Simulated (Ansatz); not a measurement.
Write a Python script for the Python package of Ansatz (0.2.0) that makes a ladder of methods at one geometry of CH3AlFNS, SMILES N=[CH][Al]([F])[SH]. Level of theory (for the species named): revPBE, def2-SVP basis, multiplicity 1. The script varies functional: revpbe, lda, r2scan0, hf, blyp, lc_wpbe.

```yaml
atoms:
  - { symbol: N, position_ang: [0.1722, 1.5499, 0.8072] }
  - { symbol: C, position_ang: [0.7256, 0.4648, 0.7233] }
  - { symbol: Al, position_ang: [0.1323, -0.8629, -0.6211] }
  - { symbol: F, position_ang: [1.0841, -2.4408, -0.7110] }
  - { symbol: S, position_ang: [-1.5538, -0.4119, -2.0272] }
  - { symbol: H, position_ang: [0.4104, 2.3161, 1.4878] }
  - { symbol: H, position_ang: [1.5797, 0.2441, 1.3985] }
  - { symbol: H, position_ang: [-2.4582, -0.9164, -1.1132] }
```

`ch3alfns_methods.py`:
```python
"""CH3AlFNS at several levels of theory."""

from pathlib import Path
import warnings

import ansatz as az
import numpy as np

config = {
    "basis_set": "def2-SVP",
}


def main() -> None:
    warnings.simplefilter("ignore", az.DeckWarning)

    geometry_ang = [
        ("N", (0.1722, 1.5499, 0.8072)),
        ("C", (0.7256, 0.4648, 0.7233)),
        ("Al", (0.1323, -0.8629, -0.6211)),
        ("F", (1.0841, -2.4408, -0.711)),
        ("S", (-1.5538, -0.4119, -2.0272)),
        ("H", (0.4104, 2.3161, 1.4878)),
        ("H", (1.5797, 0.2441, 1.3985)),
        ("H", (-2.4582, -0.9164, -1.1132)),
    ]
    ch3alfns = az.Crystal.molecule()
    for symbol, xyz in geometry_ang:
        ch3alfns = ch3alfns.atom(symbol, xyz)

    calc = ch3alfns.calculation().basis(gaussian=config["basis_set"])

    print("functional    E (Ha)        dipole (D)   HOMO (eV)  LUMO (eV)")
    for name in ["revpbe", "lda", "r2scan0", "hf", "blyp", "lc_wpbe"]:
        r = calc.functional(name).forces().orbitals().run(runs_dir="runs").report
        lines = Path(r["orbitals_path"]).read_text().splitlines()
        field_of = lambda key: [line.split("=")[1].strip() for line in lines if line.startswith(key)]
        orbitals = [(27.211386 * float(e), s, float(n)) for e, s, n in zip(field_of("Ene="), field_of("Spin="), field_of("Occup="))]
        homo = max(e for e, _, n in orbitals if n > 0.5)
        lumo = min(e for e, _, n in orbitals if n < 0.5)
        dipole = 4.803205 * np.linalg.norm(r["charge_distribution"]["dipole_moment_e_ang"])
        print(f"{name:10s} {r['free_energy_ev'] / 27.211386246:14.6f} {dipole:9.3f} {homo:11.3f} {lumo:10.3f}")


if __name__ == "__main__":
    main()
```

`python ch3alfns_methods.py` gives:
```text
functional    E (Ha)        dipole (D)   HOMO (eV)  LUMO (eV)
revpbe        -834.650569     2.757      -5.205     -2.658
lda           -830.956161     2.962      -5.308     -2.959
r2scan0       -834.647874     2.894      -6.870     -1.809
hf            -832.660451     2.922     -10.149      1.171
blyp          -834.794489     2.698      -5.098     -2.563
lc_wpbe       -834.512158     2.853      -9.350      0.302
```

Total energies depend on the basis set; only differences at equal settings carry meaning. The geometry is a force-field or estimated start, not a minimum of this method, and the basis set is short of its limit. A lower total doesn't mark the better method: functionals have no common bound, and MP2 and coupled cluster aren't variational. Levels such as HOMO and LUMO are orbital energies: with these approximate functionals they aren't the ionisation energy and electron affinity, and their gap isn't the fundamental gap. Wall time of the script: 19 s on 1 thread of Arm Neoverse V1 (shared host), peak memory 0.27 GiB.
